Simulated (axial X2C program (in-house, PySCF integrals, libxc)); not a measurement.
# All-electron X2C curves of SeFe, part 2 of 2

Computed with an in-house X2C program for linear molecules on PySCF integrals; all-electron X2C, Se dyall-cv3z, Fe dyall-cv3z.

### 9 PBE0, 2c

State followed: Ω = 2 (excess of +ω over −ω: ω = -1/2, ω = 5/2). The scan is laid around 2.119 Å, a first estimate of the minimum, and this SCF restarts from the orbitals of the search.

Output at 2.119 Å:

```text
two-component X2C + atomic mean field  PBE0
basis functions 210  fitting functions 1187  grid points 5800
iter        total energy     max residual
   1      -3700.287958603     2.48e+00
   2      -3700.980595027     2.47e-02
   3      -3700.952451646     7.94e-02
   4      -3700.982896164     9.77e-03
   5      -3700.984536319     4.03e-03
   6      -3700.984686012     4.38e-04
   7      -3700.984689523     7.67e-05
   8      -3700.984689827     5.81e-05
   9      -3700.984689939     6.13e-05
  10      -3700.984690019     2.71e-05
  11      -3700.984690039     1.26e-05
  12      -3700.984690042     4.44e-06
  13      -3700.984690042     6.35e-07
converged
one-electron -5576.04842523  Coulomb 1799.89053533  exact exchange -35.41475717  xc functional -108.93133189  nuclear repulsion 220.76104505  atomic mean-field constant -1.24175613
```

Along the bond, energies from the lowest point:

```tsv
R (Å)	E (eV)	μ (D)	HOMO (eV)	LUMO (eV)	iterations
1.843	1.0539	3.79	-6.27	-2.67	17
1.928	0.4310	4.18	-6.35	-2.89	14
1.992	0.1676	4.46	-6.37	-3.04	14
2.055	0.0344	4.73	-6.31	-3.18	14
2.119	0.0000	4.98	-6.24	-3.31	13
2.193	0.0527	5.24	-6.17	-3.45	14
2.267	0.1763	5.45	-6.10	-3.57	14
2.363	0.4028	5.66	-6.02	-3.72	14
2.479	0.7318	5.77	-5.96	-3.85	17
2.649	1.2083	5.19	-5.90	-3.98	19
```

Dipoles are positive if Fe is the positive end.

Outer spinors at the reference distance:

```json
{"ω": "1/2", "occupied": "yes", "ε (eV)": "-18.20", "atomic character": "74% Se s, 10% Fe p, 9% Fe d", "λ mixture": "100% σ"}
{"ω": "-1/2", "occupied": "yes", "ε (eV)": "-17.90", "atomic character": "74% Se s, 10% Fe p, 8% Fe d", "λ mixture": "100% σ"}
{"ω": "-3/2", "occupied": "yes", "ε (eV)": "-11.93", "atomic character": "100% Fe d", "λ mixture": "100% δ"}
{"ω": "5/2", "occupied": "yes", "ε (eV)": "-11.81", "atomic character": "100% Fe d", "λ mixture": "100% δ"}
{"ω": "-1/2", "occupied": "yes", "ε (eV)": "-11.39", "atomic character": "96% Fe d, 3% Se p", "λ mixture": "100% π"}
{"ω": "3/2", "occupied": "yes", "ε (eV)": "-11.33", "atomic character": "96% Fe d, 3% Se p", "λ mixture": "100% π"}
{"ω": "1/2", "occupied": "yes", "ε (eV)": "-10.39", "atomic character": "82% Fe d, 13% Se p, 4% Se s", "λ mixture": "100% σ"}
{"ω": "-1/2", "occupied": "yes", "ε (eV)": "-8.70", "atomic character": "46% Se p, 44% Fe d, 5% Se s", "λ mixture": "100% σ"}
{"ω": "1/2", "occupied": "yes", "ε (eV)": "-7.56", "atomic character": "48% Se p, 39% Fe s, 10% Fe d", "λ mixture": "98% σ, 2% π"}
{"ω": "1/2", "occupied": "yes", "ε (eV)": "-6.75", "atomic character": "64% Se p, 26% Fe d, 7% Fe p", "λ mixture": "97% π, 3% σ"}
{"ω": "-1/2", "occupied": "yes", "ε (eV)": "-6.63", "atomic character": "40% Fe d, 30% Se p, 28% Fe s", "λ mixture": "89% σ, 11% π"}
{"ω": "-3/2", "occupied": "yes", "ε (eV)": "-6.60", "atomic character": "61% Se p, 31% Fe d, 7% Fe p", "λ mixture": "100% π"}
{"ω": "-1/2", "occupied": "yes", "ε (eV)": "-6.44", "atomic character": "76% Se p, 10% Fe p, 8% Fe d", "λ mixture": "89% π, 11% σ"}
{"ω": "3/2", "occupied": "yes", "ε (eV)": "-6.24", "atomic character": "81% Se p, 12% Fe p, 6% Fe d", "λ mixture": "100% π"}
{"ω": "1/2", "occupied": "no", "ε (eV)": "-3.31", "atomic character": "39% Fe p, 33% Fe s, 23% Se p", "λ mixture": "100% σ"}
{"ω": "3/2", "occupied": "no", "ε (eV)": "-2.73", "atomic character": "100% Fe d", "λ mixture": "100% δ"}
{"ω": "-5/2", "occupied": "no", "ε (eV)": "-2.66", "atomic character": "100% Fe d", "λ mixture": "100% δ"}
{"ω": "-1/2", "occupied": "no", "ε (eV)": "-2.56", "atomic character": "40% Fe s, 38% Fe p, 14% Se p", "λ mixture": "100% σ"}
```

PBE0 fields in the half plane through the axis: z from -2.4 to 4.5 Å across, distance from the axis 0.15 to 2.25 Å upwards; Se lies at z = 0 and Fe at z = 2.119 Å; the ELF is damped to zero where the density is low.

log10 density (e/bohr³). Ten even steps from ' ' (-4.54 ) to '@' (1.42 ):
```
    ......::::::::::::::::::::::::::::....      
  ....::::::----------------------::::::....    
  ..::::------==========--------------::::....  
....::----==========================----::::..  
..::::--====++++++++++++====++++++====--::::....
..::----==++++******++++++++******++==----::....
..::--==++++**######**++++**######**++==--::::..
::::--==++++**%%@@%%******##%%@@%%##++==--::::..
```

ELF. Ten even steps from '0' (0.00 ) to '9' (0.83 ):
```
000001223222222332100000
000023455544334443210000
000245777765544443211000
001368999987543332210000
002579999998522221110000
013689854578412432100000
014799425237337984100000
014797292916379878310000
```

Re = 2.113 Å, ωe = 394 cm⁻¹, ωexe = 1.17 cm⁻¹, Be = 0.1147 cm⁻¹, De = 2.75 eV, μ = 4.96 D.

### 10 HF, 2c

Output at 2.119 Å:

```text
two-component X2C + atomic mean field  HF
basis functions 210  fitting functions 1187  grid points 5800
iter        total energy     max residual
   1      -3698.297629661     1.47e-01
   2      -3698.356349122     3.32e-02
   3      -3698.369033511     2.24e-02
   4      -3698.374827897     1.10e-02
   5      -3698.378847394     3.99e-03
   6      -3698.380003646     2.43e-03
   7      -3698.380510218     2.05e-03
   8      -3698.381257775     1.93e-03
   9      -3698.382120117     1.57e-03
  10      -3698.382728940     1.37e-03
  11      -3698.383231793     7.34e-04
  12      -3698.383372152     5.86e-04
  13      -3698.383487286     5.70e-04
  14      -3698.383509783     5.52e-04
  15      -3698.383549088     5.02e-04
  16      -3698.383597050     4.08e-04
  17      -3698.383657048     2.39e-04
  18      -3698.383681593     1.48e-04
  19      -3698.383691958     8.83e-05
  20      -3698.383694171     6.18e-05
  21      -3698.383695180     3.85e-05
  22      -3698.383695287     2.80e-05
  23      -3698.383695322     2.07e-05
  24      -3698.383695329     1.75e-05
  25      -3698.383695333     1.30e-05
  26      -3698.383695335     9.51e-06
  27      -3698.383695337     5.36e-06
  28      -3698.383695337     2.62e-06
converged
one-electron -5574.87094864  Coulomb 1798.90247683  exact exchange -141.93451245  xc functional 0.00000000  nuclear repulsion 220.76104505  atomic mean-field constant -1.24175613
```

No constants are quoted: the solution changes its character somewhere along the scan, so the fit is set aside.

### 11 PBE50, 2c

The SCF at the reference distance of 2.119 Å:

```text
two-component X2C + atomic mean field  PBE50
basis functions 210  fitting functions 1187  grid points 5800
iter        total energy     max residual
   1      -3701.018586932     5.24e-02
   2      -3701.026229048     1.23e-02
   3      -3701.023374722     2.12e-02
   4      -3701.029256405     6.40e-03
   5      -3701.029634439     2.56e-03
   6      -3701.030079123     1.45e-03
   7      -3701.030214845     5.54e-04
   8      -3701.030246267     3.33e-04
   9      -3701.030264091     1.31e-04
  10      -3701.030269260     7.32e-05
  11      -3701.030270571     2.67e-05
  12      -3701.030270747     1.49e-05
  13      -3701.030270771     8.86e-06
  14      -3701.030270776     6.72e-06
  15      -3701.030270777     4.81e-06
converged
one-electron -5576.18419302  Coulomb 1800.10620844  exact exchange -70.89736931  xc functional -73.57420581  nuclear repulsion 220.76104505  atomic mean-field constant -1.24175613
```

No constants are quoted: the solution changes its character somewhere along the scan, so the fit is set aside.

### 12 MP2 and beyond, 2c

Correlated methods: 14 electrons correlated (frozen shells, counted by type: Se 3 s, 2 p, 1 d; Fe 3 s, 2 p), 266 virtual spinors in MP2, 90 natural virtuals in coupled cluster.

Output of the correlated part at 2.119 Å:

```text
correlated 14  virtual 266  natural virtual 90  E(MP2) -0.341542527  MP2 remainder -0.028945171
iter   CCSD correlation   residual
   1     -0.320343497   1.43e-01
   2     -0.330333588   7.96e-02
   3     -0.336768075   5.29e-02
   4     -0.339504150   3.25e-02
   5     -0.341187933   1.74e-02
   6     -0.341691091   9.06e-03
   7     -0.341889937   4.92e-03
   8     -0.341939673   2.98e-03
   9     -0.341933277   1.76e-03
  10     -0.341950186   9.79e-04
  11     -0.341937533   5.09e-04
  12     -0.341943870   2.99e-04
  13     -0.341939195   1.66e-04
  14     -0.341938762   8.92e-05
  15     -0.341938859   4.37e-05
  16     -0.341939141   2.19e-05
  17     -0.341939379   1.16e-05
  18     -0.341939627   6.87e-06
  19     -0.341939687   3.62e-06
  20     -0.341939769   1.95e-06
  21     -0.341939754   1.16e-06
(T) -0.016069895  T1 0.0916  D1 0.2602  max T2 0.064
```

MP2: No constants are quoted: the reference changes its character somewhere along the scan, so the fit is set aside.

CCSD: No constants are quoted: the reference changes its character somewhere along the scan, so the fit is set aside.

CCSD(T): No constants are quoted: the reference changes its character somewhere along the scan, so the fit is set aside.

### 13 A higher determinant, 2c

State: Ω = 4 (excess of +ω over −ω: ω = 3/2, ω = 5/2).

Output at the reference distance:

```text
two-component X2C + atomic mean field  PBE0
basis functions 210  fitting functions 1187  grid points 5800
iter        total energy     max residual
   1      -3700.312911859     2.49e+00
   2      -3700.978005347     2.33e-02
   3      -3700.955283553     7.11e-02
   4      -3700.979999932     1.03e-02
   5      -3700.981802756     3.53e-03
   6      -3700.981919247     3.69e-04
   7      -3700.981921410     7.25e-05
   8      -3700.981921633     4.91e-05
   9      -3700.981921688     5.78e-05
  10      -3700.981921733     4.72e-06
  11      -3700.981921736     2.51e-06
  12      -3700.981921737     8.36e-07
converged
one-electron -5577.37002773  Coulomb 1801.25522539  exact exchange -35.42539954  xc functional -108.96100877  nuclear repulsion 220.76104505  atomic mean-field constant -1.24175613
```

```tsv
R (Å)	E above the lowest PBE0 point (eV)
1.843	1.329
1.928	0.636
1.992	0.324
2.055	0.147
2.119	0.075
2.193	0.091
2.267	0.186
2.363	0.385
2.479	0.694
```

Re = 2.143 Å, ωe = 384 cm⁻¹, ωexe = 1.1 cm⁻¹, Be = 0.1116 cm⁻¹, μ = 5.56 D. Te = 0.07 eV.

### 14 The 2c curves together

Energy (eV) of the followed determinant, 2c, from each level's lowest point:

```tsv
R (Å)	PBE0	HF (jumps)	MP2 (its reference jumps)	CCSD (its reference jumps)	CCSD(T) (its reference jumps)	PBE50 (jumps)
1.843	1.054	2.485	0.973	n/a	n/a	1.187
1.928	0.431	1.588	0.340	0.454	0.401	0.525
1.992	0.168	1.127	0.090	0.180	0.143	0.230
2.055	0.034	0.798	0.000	0.036	0.015	0.066
2.119	0.000	0.563	0.050	0.000	0.000	0.000
2.193	0.053	0.359	0.230	0.088	0.121	0.016
2.267	0.176	0.199	0.337	0.247	0.322	0.101
2.363	0.403	0.062	0.369	0.400	0.523	0.270
2.479	0.732	0.000	0.410	n/a	n/a	0.501
2.649	1.208	0.072	0.571	n/a	n/a	0.754
```

The whole job took 4.7 min on 1 thread of Arm Neoverse V1, shared host.

### 15 What came out

The summary covers parts 1 to 2.

Lowest determinant that the search found at its distance, spin-free: M_S = 2, Λ = 0 (beyond closed shells: π+α, π-α, δ+α, δ-α).

Lowest determinant that the search found at its distance, 2c: Ω = 2 (excess of +ω over −ω: ω = -1/2, ω = 5/2).

| Hamiltonian | level | Re (Å) | ωe (cm⁻¹) | De (eV) | μ (D) |
| --- | --- | --- | --- | --- | --- |
| spin-free | PBE0 | 2.112 | 396 | 2.81 | 4.98 |
| spin-free | HF | 2.339 | 254.5 | 0.611 | 5.52 |
| spin-free | CCSD | 2.132 | 368 | 1.82 | n/a |
| spin-free | CCSD(T) | 2.119 | 385 | 2.00 | n/a |
| spin-free | PBE50 | 2.138 | 373 | 2.20 | 6.15 |
| 2c | PBE0 | 2.113 | 394 | 2.75 | 4.96 |

Dipoles are positive if Fe is the positive end. No constants: spin-free MP2 (the reference is strongly spin-contaminated); 2c HF (the solution changes its character somewhere along the scan, so the fit is set aside); 2c MP2 (the reference changes its character somewhere along the scan, so the fit is set aside); 2c CCSD (the reference changes its character somewhere along the scan, so the fit is set aside); 2c CCSD(T) (the reference changes its character somewhere along the scan, so the fit is set aside); 2c PBE50 (the solution changes its character somewhere along the scan, so the fit is set aside).

Time per point (s) on 1 thread of Arm Neoverse V1, shared host (2c runs); the times are rough: PBE0 1.2.

What this shows: At PBE0, going from spin-free to two-component changes Re by +2 mÅ, ωe by -0.6 %, which is small (part of it comes from the scalar share of the two-electron terms). De moves by -0.06 eV; both De rest on single-determinant atoms, which can miss part of an open shell's spin–orbit lowering.

De refers to Se + Fe, each in the lowest determinant found, which need not be this curve's own limit. Each curve is one determinant whose occupation by symmetry is held fixed; it was picked as the lowest of a PBE0 search that is not exhaustive. Dissociation energies refer to the lowest single-determinant-based atoms at the same level and basis. Density functionals use the spin component along the axis (collinear). CCSD and (T) use frozen natural virtuals with an MP2 correction for the truncation. With several unpaired electrons one determinant need not be a pure state. The spin-free determinant is spin-contaminated at some levels. T1 at Re is 0.055 (Lee–Taylor), above the customary mark of 0.02.
